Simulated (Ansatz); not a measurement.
**La3Tl: equation of state**

One table from this session's results is given with a row withheld; the runs are named, their logs left out.

Program: Ansatz 0.2.0. Level of theory: DFT LDA, scalar-relativistic. These are calculated values, not measurements.

## Starting point

The structure is cubic, space group Pm-3m (No. 221). The conventional cell has a = 5.060 Å, b = 5.060 Å, c = 5.060 Å, α = 90.00°, β = 90.00°, γ = 90.00°. La (site symmetry 4/mmm) is surrounded by 8 La at 3.58 Å and 4 Tl at 3.58 Å. Around Tl (site symmetry m-3m) lie 12 La at 3.58 Å.

As a file:

```cif
data_structure
_symmetry_space_group_name_H-M 'Pm-3m'
_symmetry_Int_Tables_number 221
_cell_length_a 5.0600
_cell_length_b 5.0600
_cell_length_c 5.0600
_cell_angle_alpha 90.000
_cell_angle_beta 90.000
_cell_angle_gamma 90.000
_cell_volume 129.55
loop_
_atom_site_label
_atom_site_type_symbol
_atom_site_symmetry_multiplicity
_atom_site_Wyckoff_symbol
_atom_site_fract_x
_atom_site_fract_y
_atom_site_fract_z
_atom_site_occupancy
La1 La 3 c 0.00000 0.50000 0.50000 1
Tl1 Tl 1 a 0.00000 0.00000 0.00000 1
```

The file gives the conventional cell by its symmetry; the runs use the cell typed in the input.

Atoms are numbered in the order of the input: La1, La2, La3, Tl4.

Set-up of the first run:

input.yaml reads:

```yaml
crystal:
  lattice:
    - [4.9567057101, 0.0, 0.0]
    - [0.0, 4.9567057101, 0.0]
    - [0.0, 0.0, 4.9567057101]
  atoms:
    - { symbol: La, position: [0.0, 0.5, 0.5] }
    - { symbol: La, position: [0.5, 0.0, 0.5] }
    - { symbol: La, position: [0.5, 0.5, 0.0] }
    - { symbol: Tl, position: [0.0, 0.0, 0.0] }
kpoints:
  mp_grid: { grid: [8, 8, 8] }
  band_path:
    path:
      - [0.0, 0.0, 0.0]
      - [0.0, 0.5, 0.0]
      - [0.5, 0.5, 0.0]
      - [0.0, 0.0, 0.0]
      - [0.5, 0.5, 0.5]
      - [0.0, 0.5, 0.0]
      - [0.5, 0.5, 0.5]
      - [0.5, 0.5, 0.0]
    npoints: 5
scf:
  occupations: { method: fermi_dirac, width: 0.08 }
hamiltonian:
  xc: lda
  pseudopotentials: { kind: all_electron, lapw: { basis_error: 0.0005 } }
output:
  forces: true
  stress: true
  eigenvalues: true
```

The run is started by

```console
ansatz run input.yaml --threads 1 --pin off --max-ram 4096MiB --backend cpu --events-out ev --progress --plain --runs-dir out
```

Steps of the session up to this table: Volume × 0.94, LAPW; Volume × 0.94, PAW; Volume × 0.94, crystal datasets; Volume × 0.98, LAPW; Volume × 0.98, PAW; Volume × 0.98, crystal datasets; Volume × 1.01, LAPW; Volume × 1.01, PAW; Volume × 1.01, crystal datasets; Volume × 1.04, LAPW; Volume × 1.04, PAW; Volume × 1.04, crystal datasets.

One of the session's tables, all rows but one given; the rest of the session is left out.

It belongs to the step «The equation of state». 

| method | volume (Å³/atom) | pressure (GPa) |
| --- | --- | --- |
| LAPW | 30.445 | -1.24 |
| LAPW | 31.741 | -2.90 |
| LAPW | 32.712 | -3.91 |
| LAPW | 33.684 | -4.77 |
| PAW | 30.445 | ? |
| PAW | 31.741 | -2.93 |
| PAW | 32.712 | -3.94 |
| PAW | 33.684 | -4.79 |
| crystal datasets | 30.445 | -1.24 |
| crystal datasets | 31.741 | -2.90 |
| crystal datasets | 32.712 | -3.91 |
| crystal datasets | 33.684 | -4.77 |

**Question.** Estimate the row for PAW, 30.445.

The run gave: pressure (GPa): -1.28. In the column «pressure (GPa)» it lies between crystal datasets, 31.741 (-2.90) and LAPW, 30.445 (-1.24).

Limits of these values: Warnings in the runs' records: gradients without spin orbit, crystal datasets made, bands taken in.
